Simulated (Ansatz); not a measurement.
A run of Ansatz 0.2.0:

The input input.yaml:

```yaml
crystal:
  lattice:
    - [3.71433588, 0.0, 0.0]
    - [-1.85716794, 3.21670923, 0.0]
    - [0.0, 0.0, 4.97637256]
  atoms:
    - { symbol: Si, position: [0.0, 0.0, 0.5] }
    - { symbol: Te, position: [0.0, 0.0, 0.0] }
hamiltonian:
  xc: lda
  pseudopotentials: { kind: paw }
kpoints:
  mp_grid: { grid: [8, 8, 6] }
scf:
  occupations: { method: fermi_dirac, width: 0.05 }
output:
  forces: true
  stress: true
  eigenvalues: true
relax:
  f_tol: 0.01
  max_steps: 40
  cell: { stress_tol: 0.05 }
```

Potentials or basis: Ansatz PAW.

Command:

```console
$ ansatz run input.yaml --threads 2 --pin off --max-ram 5632MiB --backend cpu --events-out ev --progress --plain --runs-dir out
```

Hardware: 2 threads of Intel(R) Xeon(R) Processor @ 2.50GHz (Skylake/Cascade Lake), with other jobs on the host.

**Question.** Estimate the wall time of this run.

**Answer.** It took 17 s on 2 threads of Intel(R) Xeon(R) Processor @ 2.50GHz (Skylake/Cascade Lake) (shared host), peak memory 0.37 GiB. Counts: scf iterations 44, plane waves 895, k points 40, bands 14, ion steps 8.
